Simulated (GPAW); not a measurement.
# revPBE-D3(0)/real-space grid (scalar-relativistic datasets) run of CH3SSb (SMILES S=[CH][SbH2])

Wanted: the charge distribution of CH3SSb. The job is set up through an ASE script.

The results are computed with GPAW 26.7.0.

6 further runs of the same task are left out: 1 that didn't finish, 5 set aside as unsound or not needed. Runs told in other sessions of the task aren't counted.

## Step 1: The molecule

CH3SSb: 6 atoms, total charge 0, spin state singlet. SMILES: `S=[CH][SbH2]`. The shape comes from GFN2-xTB, which is rough for such elements, and wasn't checked as a minimum. This is one conformer, not always the lowest.

Bond lengths: S1–C2 1.603 Å, C2–Sb3 2.192 Å, C2–H4 1.085 Å, Sb3–H5 1.691 Å, Sb3–H6 1.690 Å. Angles: S1–C2–Sb3 124.4°, S1–C2–H4 118.9°, Sb3–C2–H4 116.6°, C2–Sb3–H5 89.7°, C2–Sb3–H6 89.8°, H5–Sb3–H6 88.2°.

## Step 2: The charge distribution at revPBE-D3(0)/real-space grid (scalar-relativistic datasets)

File molecule.sdf:

```

     RDKit          3D

  6  5  0  0  0  0  0  0  0  0999 V2000
   -1.5072   -1.2607   -0.0168 S   0  0  0  0  0  0  0  0  0  0  0  0
    0.0663   -0.9723    0.0809 C   0  0  0  0  0  0  0  0  0  0  0  0
    0.9653    1.0256    0.0250 Sb  0  0  0  0  0  3  0  0  0  0  0  0
    0.7483   -1.8100    0.1820 H   0  0  0  0  0  0  0  0  0  0  0  0
   -0.0076    1.4161   -1.3016 H   0  0  0  0  0  0  0  0  0  0  0  0
   -0.2651    1.6013    1.0304 H   0  0  0  0  0  0  0  0  0  0  0  0
  2  1  2  0
  3  2  1  0
  4  2  1  0
  5  3  1  0
  6  3  1  0
M  END
$$$$
```

File calc.py:

```python
import numpy as np
from ase.calculators.mixing import SumCalculator
from ase.io import read
from ase.units import Debye
from dftd3.ase import DFTD3
from gpaw import GPAW

system = read("molecule.sdf")
system.center(vacuum=4.5)

calc = GPAW(mode="fd",
            h=0.22,
            xc="revPBE",
            maxiter=100,
            poissonsolver={"name": "fd"},
            txt="-")
system.calc = SumCalculator([DFTD3(method="revPBE", damping="d3zero"), calc])

energy = system.get_potential_energy()
print(f"Energy                  {energy:.5f} eV")
forces = system.get_forces()
print("Forces (eV/Ang)")
for symbol, f in zip(system.symbols, forces):
    print(f'{symbol:2} {f[0]:9.4f} {f[1]:9.4f} {f[2]:9.4f}')
dipole = calc.get_dipole_moment(system) / Debye
print(f"Dipole = {np.linalg.norm(dipole):.3f} D")
homo, lumo = calc.get_homo_lumo()
print(f"HOMO                    {homo:.3f} eV")
print(f"LUMO                    {lumo:.3f} eV")
print(f"Gap: {lumo - homo:.3f} eV")
```

Launch:

```
python calc.py
```

Log:

```text
__  _  _
 | _ |_)|_||  |
 |__||  | ||/\| - 26.7.0

units:  Angstrom and eV
cores:  1
OpenMP: False

Versions:
  Python: 3.12.14
  ASE:    3.29.0
  Numpy:  2.5.5
  Scipy:  1.18.1
  Libxc:  7.0.0

        _gpaw.cpython-312-aarch64-linux-gnu.so

Input parameters:
  mode=FD(),
  h=0.22,
  maxiter=100,
  poissonsolver=PoissonSolver(name='fd'),
  xc=XC(name='revPBE')

Diagonalizing LCAO Hamiltonian
Converting LCAO to fd mode
         .---------------------------.
        /|                           |
       / |                           |
      /  |                           |
     /   |                           |
    /    |                           |
   /     |                           |
  /      |                           |
 *       |          H                |
 |       |                           |
 |       |             Sb            |
 |       |         C H               |
 |       |     S    H                |
 |       |                           |
 |       .---------------------------.
 |      /                           /
 |     /                           /
 |    /                           /
 |   /                           /
 |  /                           /
 | /                           /
 |/                           /
 *---------------------------*

Atoms  # Å, Bohr magnetons
|   | symbol |        x |        y |        z |    initial magnetic moments |
|---|--------|----------|----------|----------|-----------------------------|
| 0 |      S | 4.500000 | 5.049300 | 5.784800 | ( 0.0000,  0.0000,  0.0000) |
| 1 |      C | 6.073500 | 5.337700 | 5.882500 | ( 0.0000,  0.0000,  0.0000) |
| 2 |     Sb | 6.972500 | 7.335600 | 5.826600 | ( 0.0000,  0.0000,  0.0000) |
| 3 |      H | 6.755500 | 4.500000 | 5.983600 | ( 0.0000,  0.0000,  0.0000) |
| 4 |      H | 5.999600 | 7.726100 | 4.500000 | ( 0.0000,  0.0000,  0.0000) |
| 5 |      H | 5.742100 | 7.911300 | 6.832000 | ( 0.0000,  0.0000,  0.0000) |

Unit cell  # Å
| periodic |         x |         y |         z |   lengths |    angles |
|----------|-----------|-----------|-----------|-----------|-----------|
|       no | 11.472500 |  0.000000 |  0.000000 | 11.472500 | 90.000000 |
|       no |  0.000000 | 12.411300 |  0.000000 | 12.411300 | 90.000000 |
|       no |  0.000000 |  0.000000 | 11.332000 | 11.332000 | 90.000000 |

Number of symmetries: 1
Symmetry operations  # r_c * U_cc + t_c -> r_c
|   | kind |            matrix            |
|---|------|------------------------------|
| 0 |  E   |  1, 0, 0,  0, 1, 0,  0, 0, 1 |

BZ-sampling:
  Number of BZ points: 1
  Number of IBZ points: 1

  Monkhorst-Pack size: [1, 1, 1]
  Monkhorst-Pack shift: [0, 0, 0]

K-points  # in reciprocal-cell coordinates
|   |                                coordinates |     weight |
|---|--------------------------------------------|------------|
| 0 | (  0.00000000,   0.00000000,   0.00000000) | 1.00000000 |

Uniform wave function grid shape: (np.int64(51), np.int64(55), np.int64(51))
Spin-components: 1 (collinear spins)
Bands:           20
Projectors:      25
Spin-degeneracy: 2
Datatype:        float64

  Storage: CPU
  Wave functions: 22_888_800 bytes (22_888_800 per core)

Parallelization:
  kpt:    1
  domain: 1
  band:   1

Density:
  Valence electrons: 28.0
  Components: 1
  Grid points: [52 56 52]
  Charge: 0.0  # |e|

Potential:
  Grid points: [52 56 52]

species:
  S:
    name:    Sulfur
    Z:       16.0
    valence: 6
    core:    10
    charge:  0.0  # [|e|]
    file:    S.revPBE.gz
    compensation charges:
      type: gauss
      rc: 0.24  # [Å]
      lmax: 2
    cutoffs:
      filter: 1.77  # [Å]
      core: 1.66  # [Å]
    projectors
    | kind |    occ | energy [eV] | rcut [Å] |
    |------|--------|-------------|----------|
    |   3s |  2.000 |     -17.230 |    0.974 |
    |   3p |  4.000 |      -6.978 |    0.979 |
    |    s |        |       9.981 |    0.974 |
    |    p |        |      20.234 |    0.979 |
    |    d |        |       0.000 |    0.900 |

    Using partial waves for S as LCAO basis

  C:
    name:    Carbon
    Z:       6.0
    valence: 4
    core:    2
    charge:  0.0  # [|e|]
    file:    C.revPBE.gz
    compensation charges:
      type: gauss
      rc: 0.20  # [Å]
      lmax: 2
    cutoffs:
      filter: 1.14  # [Å]
      core: 1.14  # [Å]
    projectors
    | kind |    occ | energy [eV] | rcut [Å] |
    |------|--------|-------------|----------|
    |   2s |  2.000 |     -13.783 |    0.635 |
    |   2p |  2.000 |      -5.237 |    0.635 |
    |    s |        |      13.429 |    0.635 |
    |    p |        |      21.974 |    0.635 |
    |    d |        |       0.000 |    0.635 |

    Using partial waves for C as LCAO basis

  Sb:
    name:    Antimony
    Z:       51.0
    valence: 15
    core:    36
    charge:  0.0  # [|e|]
    file:    Sb.revPBE.gz
    compensation charges:
      type: gauss
      rc: 0.36  # [Å]
      lmax: 2
    cutoffs:
      filter: 2.23  # [Å]
      core: 2.23  # [Å]
    projectors
    | kind |    occ | energy [eV] | rcut [Å] |
    |------|--------|-------------|----------|
    |   5s |  2.000 |     -12.751 |    1.154 |
    |   5p |  3.000 |      -4.783 |    1.233 |
    |   4d | 10.000 |     -33.492 |    1.196 |
    |    s |        |      14.460 |    1.154 |
    |    p |        |      22.428 |    1.233 |
    |    d |        |      -6.280 |    1.196 |

    Using partial waves for Sb as LCAO basis

  H:
    name:    Hydrogen
    Z:       1.0
    valence: 1
    core:    0
    charge:  0.0  # [|e|]
    file:    H.revPBE.gz
    compensation charges:
      type: gauss
      rc: 0.15  # [Å]
      lmax: 2
    cutoffs:
      filter: 0.85  # [Å]
      core: 0.53  # [Å]
    projectors
    | kind |    occ | energy [eV] | rcut [Å] |
    |------|--------|-------------|----------|
    |   1s |  1.000 |      -6.547 |    0.476 |
    |    s |        |      20.664 |    0.476 |
    |    p |        |       0.000 |    0.476 |

    Using partial waves for H as LCAO basis

Reference energy: -188215.332304  # eV

eigensolver:
  PPCG
  Converge bands: occupied
  niter=2

density mixing:
  MSR1-Mixer
  Pratt-step length: 0.05
  Maximum mixing coefficient: 0.75
  Old densities: 10
  SVD Regularization: 0.005
  Good broyden scale: 1.0
  Trust region scale: 1.0
  Backstep threshold: 4.0
  History deletion threshold: 6.0
  Fourier metric: weight=20.0, sigma=0.015

occupation numbers:
  # Zero width

Jacobi solver with 4 multi-grid levels
    Coarsest grid: 13 x 14 x 13 points
    Stencil: 6*3+1=19 point O(h^6) finite-difference Laplacian
    Max iterations: 1000
    Tolerance: 2.000000e-10

xc functional:
  name: revPBE with 2 nearest neighbor stencil
interpolation: tri-quintic # 5. degree polynomial

Initialization done in: 2.949 s

convergence criteria:
- Maximum [total energy] change in last 3 cyles: 0.0005 eV / valence electron
- Maximum integral of absolute [dens]ity change: 0.0001 electrons / valence electron
- Maximum integral of absolute [eigenst]ate change: 4e-08 eV^2 / valence electron
maximum number of iterations: 100

SCF iterations
|iter     |     time |      energy | eigst |  dens |
|---------|----------|-------------|-------|-------|
|iter:   1| 00:00:03 |  -26.210566 | +0.96 |       |
|iter:   2| 00:00:05 |  -25.924215 | -0.28 | -0.87 |
|iter:   3| 00:00:07 |  -24.528409 | -0.14 | -0.92 |
|iter:   4| 00:00:09 |  -24.465182 | -0.86 | -1.41 |
|iter:   5| 00:00:11 |  -24.468930 | -1.65 | -1.87 |
|iter:   6| 00:00:13 |  -24.467244c| -2.14 | -2.20 |
|iter:   7| 00:00:14 |  -24.468288c| -3.01 | -2.57 |
|iter:   8| 00:00:15 |  -24.468119c| -3.71 | -3.08 |
|iter:   9| 00:00:17 |  -24.468071c| -4.53 | -3.73 |
|iter:  10| 00:00:18 |  -24.468109c| -5.02 | -4.10c|
|iter:  11| 00:00:19 |  -24.468160c| -5.76 | -4.75c|
|iter:  12| 00:00:20 |  -24.468134c| -6.16 | -4.98c|
|iter:  13| 00:00:21 |  -24.468073c| -6.88 | -5.39c|
|iter:  14| 00:00:22 |  -24.468103c| -7.28 | -5.70c|
|iter:  15| 00:00:23 |  -24.468142c| -7.64c| -6.03c|

Converged in 15 steps
SCF loop duration: 20.341 s (1.356 s/step)
Energy contributions relative to reference atoms: (reference = -188215.332304)

Energy contributions:
  Kinetic:          25.532315
  Coulomb:         -28.865553
  Zero:              0.535682
  External:          0.000000
  Xc:              -21.670586
  Entropy:           0.000000
  Spinorbit:         0.000000
  ----------------------------
  Free energy:     -24.468142
  Extrapolated:    -24.468142

dipole moment: (0.333890, 0.061015, 0.022130)  # |e|*Ang

Fermi level: -4.380
Eigenvalues  # (at kpt = [0.000, 0.000, 0.000])
| band index |      eig [eV] | occ [0-2] |
|------------|---------------|-----------|
|          0 |       -33.206 |     2.000 |
|        ... |               |           |
|          6 |       -15.107 |     2.000 |
|          7 |       -13.613 |     2.000 |
|          8 |       -10.134 |     2.000 |
|          9 |        -8.830 |     2.000 |
|         10 |        -8.816 |     2.000 |
|         11 |        -7.701 |     2.000 |
|         12 |        -6.909 |     2.000 |
|         13 |        -5.112 |     2.000 |
|         14 |        -3.648 |     0.000 |
|         15 |        -1.541 |     0.000 |
|         16 |        -0.812 |     0.000 |
|         17 |        -0.450 |     0.000 |
|         18 |         0.158 |     0.000 |
|         19 |         0.588 |     0.000 |

Gap: 1.464 eV
Transition (v -> c):
  (s=0, k=0, n=13, [0.00, 0.00, 0.00]) -> (s=0, k=0, n=14, [0.00, 0.00, 0.00])
No difference between direct/indirect transitions
vacuum-level: 0.000  # V
Energy                  -24.58077 eV

Forces  # eV/Ang
|        x |        y |        z |
|----------|----------|----------|
| -0.76676 | -0.30289 | -0.05060 |  # S    0
|  0.04741 |  0.05217 | -0.00664 |  # C    1
|  0.74825 |  0.08024 |  0.06813 |  # Sb   2
|  0.43029 | -0.30592 |  0.03165 |  # H    3
| -0.12793 |  0.08058 | -0.43197 |  # H    4
| -0.25831 |  0.21507 |  0.36476 |  # H    5

Force computation time: 0.058  # s
Forces (eV/Ang)
S    -0.8156   -0.2960   -0.0549
C     0.0463    0.0654   -0.0077
Sb    0.7914    0.1349    0.0680
H     0.4550   -0.3269    0.0347
H    -0.1377    0.0548   -0.4213
H    -0.2665    0.1870    0.3566
Dipole = 1.634 D
HOMO                    -5.112 eV
LUMO                    -3.648 eV
Gap: 1.464 eV
```

Run time: 24 s. Hardware: 1 thread of Arm Neoverse V2, shared host; peak memory 0.51 GiB.

## Step 3: Summary of results

At revPBE-D3(0)/real-space grid (scalar-relativistic datasets):

| quantity | value |
| --- | --- |
| energy as printed (from the program's reference atoms) | -24.5808 eV |
| dipole moment | 1.63 D |
| HOMO energy | -5.11 eV |
| LUMO energy | -3.65 eV |
| HOMO–LUMO gap | 1.46 eV |
| dispersion energy | -10.87 kJ/mol |
